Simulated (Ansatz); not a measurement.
# Ta3Ga: the cost of one run

Method: DFT PBE, scalar-relativistic, plane waves, PAW, in Ansatz 0.2.0.

### 1 Starting point

It takes space group Pm-3m (No. 221, cubic). The conventional cell has a = 4.043 Å, b = 4.043 Å, c = 4.043 Å, α = 90.00°, β = 90.00°, γ = 90.00°. Around Ta (site symmetry 4/mmm) lie 8 Ta at 2.86 Å and 4 Ga at 2.86 Å. Ga (site symmetry m-3m) is surrounded by 12 Ta at 2.86 Å.

Coordinates:

```xyz
4
Lattice="4.0428 0.0000 0.0000 0.0000 4.0428 0.0000 0.0000 0.0000 4.0428" Properties=species:S:1:pos:R:3 pbc="T T T"
Ta    0.0000    2.0214    2.0214
Ta    2.0214    0.0000    2.0214
Ta    2.0214    2.0214    0.0000
Ga    0.0000    0.0000    0.0000
```

This is candidate A: Cu3Au (L1_2) type (Pm-3m, No. 221).

(A quick probe on a coarse mesh, which set the mesh and smearing, is not shown.)

### 3 A loose first relaxation (candidate A)

The input, input.yaml:

```yaml
crystal:
  lattice:
    - [4.0428276306, 0.0, 0.0]
    - [0.0, 4.0428276306, 0.0]
    - [0.0, 0.0, 4.0428276306]
  atoms:
    - { symbol: Ta, position: [0.0, 0.5, 0.5] }
    - { symbol: Ta, position: [0.5, 0.0, 0.5] }
    - { symbol: Ta, position: [0.5, 0.5, 0.0] }
    - { symbol: Ga, position: [0.0, 0.0, 0.0] }
basis:
  ecutwfc: 420
kpoints:
  mp_grid: { grid: [4, 4, 4] }
hamiltonian:
  xc: pbe
scf:
  occupations: { method: gaussian, width: 0.1 }
  lower_state_search: "off"
output:
  forces: true
  stress: true
  eigenvalues: true
relax:
  adjacent_minimum: "off"
  f_tol: 0.04
  max_steps: 70
  cell: { stress_tol: 0.4 }
```

Launch:

```console
ansatz run input.yaml --threads 1 --pin off --max-ram 2560MiB --backend cpu --events-out ev --progress --plain --runs-dir out
```

What time and memory should one allow on 1 thread of Intel Xeon Platinum 8259CL at 2.50GHz (Skylake/Cascade Lake), shared host?

About 9 s, with a peak of 0.4 GiB.
